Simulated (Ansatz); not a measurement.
**In3GaP4: the band gap up the ladder of functionals**

The task here is to estimate one member of a computed series from the others.

The runs shown are made with Ansatz 0.2.0. PAW datasets, plane waves. No spin polarisation. The prototype was imposed, so other structures may be more stable.

## The structure to begin with

The cell was relaxed beforehand with r2SCAN.

The symmetry is I-42m (No. 121, tetragonal); conventional cell a = 5.794 Å, c = 11.568 Å, 24.27 Å³ an atom. Ga has 4 P at 2.38 Å; P has 1 Ga at 2.38 Å and 3 In at 2.55–2.57 Å; In has 4 P at 2.55 Å; In has 4 P at 2.57 Å.

Coordinates:

```
CELL_PARAMETERS angstrom
-2.89685 2.89685 5.78403
2.89685 -2.89685 5.78403
2.89685 2.89685 -5.78403
ATOMIC_POSITIONS crystal
Ga 0.00000 0.00000 0.00000
P 0.35589 0.35589 0.47265
In 0.75000 0.25000 0.50000
P 0.11677 0.64411 0.00000
In 0.50000 0.50000 0.00000
P 0.88323 0.88323 0.52735
In 0.25000 0.75000 0.50000
P 0.64411 0.11677 0.00000
```

The first run:

Input file input.yaml:

```yaml
crystal:
  lattice:
    - [-2.8968491875, 2.8968491875, 5.7840335682]
    - [2.8968491875, -2.8968491875, 5.7840335682]
    - [2.8968491875, 2.8968491875, -5.7840335682]
  atoms:
    - { symbol: Ga, position: [0.0, 0.0, 0.0] }
    - { symbol: P, position: [0.3558855513, 0.3558855513, 0.4726534091] }
    - { symbol: In, position: [0.75, 0.25, 0.5] }
    - { symbol: P, position: [0.1167678578, 0.6441144487, 0.0] }
    - { symbol: In, position: [0.5, 0.5, 0.0] }
    - { symbol: P, position: [0.8832321422, 0.8832321422, 0.5273465909] }
    - { symbol: In, position: [0.25, 0.75, 0.5] }
    - { symbol: P, position: [0.6441144487, 0.1167678578, 0.0] }
kpoints:
  mp_grid: { grid: [6, 6, 6] }
  band_path:
    path:
      - [[0.0, 0.0, 0.0], [1.591124898957e-17, 1.184432662606e-17, 0.5], [0.25, 0.25, 0.25], [7.470370806355e-17, 0.5, -4.024715142141e-18], [0.0, 0.0, 0.0], [0.5, 0.5, -0.5], [0.3127090427323, 0.6872909572677, -0.3127090427323]]
      - [[-0.3127090427323, 0.3127090427323, 0.3127090427323], [0.0, 0.0, 0.0]]
      - [[1.591124898957e-17, 1.184432662606e-17, 0.5], [-0.1254180854647, 0.1254180854647, 0.5]]
      - [[0.5, 0.5, -0.1254180854647], [0.5, 0.5, -0.5]]
    npoints: 10
hamiltonian:
  xc: pbe
scf:
  occupations: { method: fermi_dirac, width: 0.02 }
  n_extra_bands: 6
output:
  forces: true
  stress: true
  eigenvalues: true
  write_density: true
  write_potential: true
  elf: true
  volumetric_format: npy
```

Launch:

```sh
$ ansatz run input.yaml --threads 4 --pin off --max-ram 6451MiB --backend cpu --events-out ev --progress --plain --runs-dir out
```

Among the steps run: PBE bands along the symmetry lines; r2SCAN at the same geometry; HSE06; Single point with PBE+SOC; PBE0.

One table of the session follows, with a row left open; its other results are not shown here.

```
  level  gap (eV)
    PBE      0.80
 r2SCAN      1.25
  HSE06         ?
PBE+SOC      0.77
   PBE0      2.20
```

Estimate the missing values for HSE06.

As computed: gap (eV): 1.60. In the column «gap (eV)» it lies between r2SCAN (1.25) and PBE0 (2.20).

Meshes: PBE 6×6×6, r2SCAN 6×6×6, HSE06 4×4×4, PBE+SOC 6×6×6, PBE0 4×4×4

What this shows: The gap runs from 0.77 eV (PBE+SOC) to 2.20 eV (PBE0). PBE reaches 50 % of the HSE06 value, and r2SCAN 78 %. PBE0 lies 0.60 eV above HSE06, which differs from it by screening the long-range exchange.

To keep in mind: Warnings in the runs' records: stress scf threshold loose, stress exchange threshold loose.
